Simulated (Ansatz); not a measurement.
# Al3BAs2: what a guessed cell relaxes into

Aim: relax a trial structure of Al3BAs2 and see where it ends.

Method: DFT PBE, scalar-relativistic, plane waves, PAW, in Ansatz 0.2.0.

3 further runs of the same task are left out: 1 for a known fault of the program, 1 that didn't finish, 1 set aside as unsound or not needed.

## (1) The starting structure

It takes space group P-3m1 (No. 164, trigonal). Conventional cell: a = 4.376 Å, b = 4.376 Å, c = 7.022 Å, α = 90.00°, β = 90.00°, γ = 120.00°. Al (site symmetry 3m) is surrounded by 4 As at 2.62 to 2.74 Å and 6 Al at 2.73 to 3.25 Å and 3 B at 3.54 Å. Around Al (site symmetry -3m) lie 6 Al at 2.73 Å and 6 As at 3.05 Å and 2 B at 3.51 Å. B (site symmetry -3m) has 6 As at 3.10 Å and 8 Al at 3.51 to 3.54 Å as nearest neighbours. Around As (site symmetry 3m) lie 7 Al at 2.62 to 3.05 Å.

As a file:

```cif
data_structure
_symmetry_space_group_name_H-M 'P-3m1'
_symmetry_Int_Tables_number 164
_cell_length_a 4.3763
_cell_length_b 4.3763
_cell_length_c 7.0220
_cell_angle_alpha 90.000
_cell_angle_beta 90.000
_cell_angle_gamma 120.000
_cell_volume 116.47
loop_
_atom_site_label
_atom_site_type_symbol
_atom_site_symmetry_multiplicity
_atom_site_Wyckoff_symbol
_atom_site_fract_x
_atom_site_fract_y
_atom_site_fract_z
_atom_site_occupancy
Al1 Al 2 d 0.33333 0.66667 0.64600 1
Al2 Al 1 b 0.00000 0.00000 0.50000 1
B1 B 1 a 0.00000 0.00000 0.00000 1
As1 As 2 d 0.33333 0.66667 0.25575 1
```

Recipe of the guess: species swapped into a database cell of Li3LaBi2 (P-3m1, No. 164), with Al on the Li sites, B on the La sites and As on the Bi sites. Lengths come from tabulated atomic sizes and are only a guess.

## (2) A first look at the guess

Contents of input.yaml:

```yaml
crystal:
  lattice:
    - [4.37626849, 0.0, 0.0]
    - [-2.18813424, 3.78995968, 0.0]
    - [0.0, 0.0, 7.02204129]
  atoms:
    - { symbol: Al, position: [0.33333333, 0.66666667, 0.64600003] }
    - { symbol: Al, position: [0.66666667, 0.33333333, 0.35399997] }
    - { symbol: Al, position: [0.0, 0.0, 0.5] }
    - { symbol: B, position: [0.0, 0.0, 0.0] }
    - { symbol: As, position: [0.33333333, 0.66666667, 0.25575] }
    - { symbol: As, position: [0.66666667, 0.33333333, 0.74425] }
basis:
  ecutwfc: 420
kpoints:
  mp_grid: { grid: [6, 6, 4] }
hamiltonian:
  xc: pbe
scf:
  occupations: { method: gaussian, width: 0.1 }
  lower_state_search: "off"
output:
  forces: true
  stress: true
  eigenvalues: true
```

Launch:

```bash
$ ansatz run input.yaml --threads 1 --pin off --max-ram 2560MiB --backend cpu --events-out ev --progress --plain --runs-dir out
```

The session goes on with these runs: a loose first relaxation; final relaxation.

**Question.** What will these runs give? Wanted: conventional cell; volume; energy over the elements; gap on the mesh.

**Answer**, as computed:

| quantity | value |
| --- | --- |
| symmetry at the end (tolerance 0.05 Å) | space group P-3m1 (No. 164) |
| conventional cell | a = 3.516 Å, b = 3.516 Å, c = 8.952 Å, α = 90.00°, β = 90.00°, γ = 120.00° |
| volume | 15.97 Å³/atom |
| energy over the elements | +0.06 eV/atom |
| gap on the mesh | none (metal) |

The space group P-3m1 (No. 164) is kept, and the volume per atom shrinks by 17.7 % from the first guess. The formation energy is positive, so the separate elements lie lower. No finished test with a distortion of lower symmetry is shown, so the end may be a saddle point.
